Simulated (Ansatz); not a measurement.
# Cl₂GaH₆NSi₂: small, medium and large basis sets

Aim: see how fast density functionals converge with the basis set for Cl₂GaH₆NSi₂.

Program: Ansatz 0.2.0, Gaussian basis. Level of theory: one geometry, several basis sets. These are calculated values, not measurements.

Levels to be run: PBE0-D4/def2-SVP; ωB97M-V/def2-SVP; PBE0-D4/def2-QZVPP; ωB97M-V/def2-QZVPP; the functionals' def2-TZVPP values are taken from earlier runs.

## (1) The relaxed structure

An earlier PBE0-D4 in a triple-zeta def2 set relaxation fixed the geometry.

12 atoms, charge 0, spin multiplicity 1.

Atoms are counted from 1 here; the program's logs count them from 0.

Bond lengths: Si1–N2 1.742 Å, Si1–H7 1.487 Å, Si1–H8 1.483 Å, Si1–H9 1.487 Å, N2–Si3 1.746 Å, N2–Ga4 1.820 Å, Si3–H10 1.485 Å, Si3–H11 1.488 Å, Si3–H12 1.485 Å, Ga4–Cl5 2.126 Å, Ga4–Cl6 2.117 Å. Angles: N2–Si1–H7 110.5°, N2–Si1–H8 108.7°, N2–Si1–H9 110.4°, H7–Si1–H8 109.5°, H7–Si1–H9 108.2°, H8–Si1–H9 109.5°, Si1–N2–Si3 118.2°, Si1–N2–Ga4 122.6°, Si3–N2–Ga4 119.2°, N2–Si3–H10 111.4°, N2–Si3–H11 106.5°, N2–Si3–H12 111.4°, H10–Si3–H11 109.3°, H10–Si3–H12 108.8°, H11–Si3–H12 109.3°, N2–Ga4–Cl5 117.6°, N2–Ga4–Cl6 124.0°, Cl5–Ga4–Cl6 118.4°.

## (2) PBE0-D4 in def2-SVP

in.yaml

```yaml
crystal:
  periodic: [false, false, false]
  atoms:
    - {symbol: Si, position_ang: [-0.189742, -1.687268, 0.266783]}
    - {symbol: N, position_ang: [-0.093233, 0.033805, 0.012232]}
    - {symbol: Si, position_ang: [1.465073, 0.727811, -0.362073]}
    - {symbol: Ga, position_ang: [-1.547144, 1.124022, 0.120810]}
    - {symbol: Cl, position_ang: [-1.246258, 3.200743, -0.217909]}
    - {symbol: Cl, position_ang: [-3.504577, 0.448406, 0.562706]}
    - {symbol: H, position_ang: [0.256229, -2.418088, -0.948752]}
    - {symbol: H, position_ang: [-1.596591, -2.044281, 0.572131]}
    - {symbol: H, position_ang: [0.683392, -2.094053, 1.399299]}
    - {symbol: H, position_ang: [1.879468, 1.715234, 0.666334]}
    - {symbol: H, position_ang: [2.436315, -0.398975, -0.381995]}
    - {symbol: H, position_ang: [1.457068, 1.392634, -1.689576]}
basis:
  gaussian: {orbitals: def2-SVP}
hamiltonian: {xc: pbe0, dispersion: d4}
output: {orbitals: {seedname: orbitals}}
```

Started as:

```
$ ansatz run in.yaml --threads 4 --pin off --events-out ev --progress --plain --max-ram 11315MiB
```

Further steps of the session: ωB97M-V in def2-SVP; PBE0-D4 in def2-QZVPP; ωB97M-V in def2-QZVPP.

Q: Predict the results of all the runs planned. Wanted: PBE0-D4: double and triple zeta above quadruple; ωB97M-V: double and triple zeta above quadruple.

As calculated:

| quantity | value |
| --- | --- |
| PBE0-D4: double and triple zeta above quadruple | 25.32, 2.56 eV |
| ωB97M-V: double and triple zeta above quadruple | 25.15, 2.43 eV |

**Reading.** PBE0-D4 gains 22.76 eV from double to triple zeta, then 2.56 eV more. These are total energies; as a rule much of such shifts cancels in differences, which this series doesn't test.
